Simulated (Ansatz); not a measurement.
**MoPt: equation of state with PBEsol**

MoPt:

```
Pt Mo
1.0
     4.47661    0.00000    0.00000
     0.00000    2.73373    0.00000
     0.00000    0.00000    4.95840
Pt Mo
2 2
Cartesian
  3.3575 1.3669 1.6723
  1.1192 1.3669 3.2861
  3.3575 0.0000 4.1564
  1.1192 0.0000 0.8020
```

The cell comes from a database or a generator and needn't be the stable form of this composition.

```json
{
  "Program": "Ansatz 0.2.0",
  "Task": "equation of state",
  "Functional": "PBEsol",
  "Potentials or basis": "all-electron LAPW, scalar-relativistic",
  "Basis error allowed": "0.001 eV/atom",
  "k mesh": "6 × 10 × 6",
  "Occupations": "fermi-dirac, width 0.05 eV",
  "Spin": "no spin polarisation"
}
```

| Property | Result |
| --- | --- |
| Equilibrium volume | 14.88 Å³/atom |
| Bulk modulus at fixed shape and positions | 304 GPa |
| Pressure derivative of the bulk modulus | 4.8 |

Energy against volume, from the lowest point:
```tsv
volume (Å³/atom)	energy (meV/atom)
14.260	26.36
14.563	6.53
14.867	0.00
15.170	5.27
15.473	21.06
15.777	46.15
16.080	79.48
```

All runs of the series together: 12 min on 2 threads of Arm Neoverse V1, on a shared host.

Caveat: the cell was scaled at fixed shape and fractional positions, which overstates the stiffness of a crystal with free parameters, most of all of layers and chains. Spin-orbit coupling is left out, which matters for the levels of Pt.
